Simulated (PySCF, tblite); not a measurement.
**C₈H₇F₃: geometry, infrared bands and NMR shifts**

Wanted: the infrared bands and NMR shifts of C₈H₇F₃ (`FC(F)(F)CC=C1C=CC=C1`), by calculation.

Programs: tblite 0.8.0 and PySCF 2.14.0, with density-fitted response routines of our own. Each step states its level of theory. These are calculated values for one molecule in the gas phase, unless marked as measured. Atoms are numbered from 0 throughout.

## (1) The starting structure

18 atoms, charge 0, multiplicity 1; geometry from: force field or distance geometry start.

Bonds of the start (Å): F0–C1 1.36, C1–F2 1.40, C1–F3 1.38, C1–C4 1.52, C4–C5 1.49, C5–C6 1.33, C6–C7 1.45, C7–C8 1.33, C8–C9 1.46, C9–C10 1.34, C10–C6 1.47, C4–H11 1.11, C4–H12 1.11, C5–H13 1.09, C7–H14 1.08, C8–H15 1.09, C9–H16 1.08, C10–H17 1.08.

## (2) Relaxing the molecule with GFN2-xTB

The job: settings as JSON, then the geometry in Å.

```
{"job": {"kind": "relax", "xc": "GFN2-xTB", "basis": "xTB"}, "charge": 0, "multiplicity": 1}
F      2.275800     0.537900    -1.888000
C      2.757800     0.315100    -0.633700
F      3.351400    -0.946100    -0.551600
F      3.642300     1.339400    -0.348900
C      1.647500     0.345700     0.409100
C      0.636300    -0.700500     0.081500
C     -0.635700    -0.409200    -0.178400
C     -1.716200    -1.326200    -0.493900
C     -2.842500    -0.638400    -0.685500
C     -2.573000     0.781800    -0.493900
C     -1.270300     0.915000    -0.198400
H      2.081700     0.201000     1.420500
H      1.134900     1.326700     0.297900
H      1.005200    -1.723600     0.070500
H     -1.579900    -2.392300    -0.559000
H     -3.813200    -1.062200    -0.926900
H     -3.308400     1.569400    -0.590200
H     -0.802600     1.872900    -0.007400
```

Launch:

```console
> OMP_NUM_THREADS=1 python probes_run.py task.json out
```

One launch serves the whole session: the jobs run in the order shown.

**Question.** This job is followed by: GFN2-xTB harmonic vibrations, gas phase; GIAO PBE0/pcSseg-1 NMR shielding, non-relativistic, gas phase. Predict these results of the whole session: strongest single infrared mode (GFN2-xTB); zero-point energy (GFN2-xTB); 13C shifts against TMS (PBE0/pcSseg-1); 1H shifts against TMS (PBE0/pcSseg-1, means over atoms taken as alike); 19F shifts against CFCl3 (PBE0/pcSseg-1, means over atoms taken as alike); surface potential, 1st and 99th percentile.

The runs gave:

| quantity | value |
| --- | --- |
| strongest single infrared mode (GFN2-xTB) | 1055 cm⁻¹, 305 km/mol |
| zero-point energy (GFN2-xTB) | 79.8 kcal/mol |
| 13C shifts against TMS (PBE0/pcSseg-1) | 157.4, 142.8, 140.0, 139.5, 134.6, 132.2, 123.5, 41.6 ppm |
| 1H shifts against TMS (PBE0/pcSseg-1, means over atoms taken as alike) | 6.83, 6.72, 6.62, 6.54, 6.33, 3.31 ppm |
| 19F shifts against CFCl3 (PBE0/pcSseg-1, means over atoms taken as alike) | -79.8 ppm |
| surface potential, 1st and 99th percentile | -0.68 V and 1.31 V |

**Reading.** Relaxing lowered the energy by 0.318 eV in 60 steps; the close pair that moved most is C1–F2, from 1.396 to 1.341 Å. No mode is imaginary among the 48: a minimum at this level. The strongest single mode, at 1055 cm⁻¹, moves mainly C1. GFN2-xTB is a fitted tight-binding method: band positions and strengths are rough. Its intensities can rank the bands wrongly. By nearest atom (PBE0/pcSseg-1), the HOMO sits on C7, C10 about 28 % each; C8, C9 about 14 % each and the LUMO on C5 27 %; 5 C atoms about 11 % each.
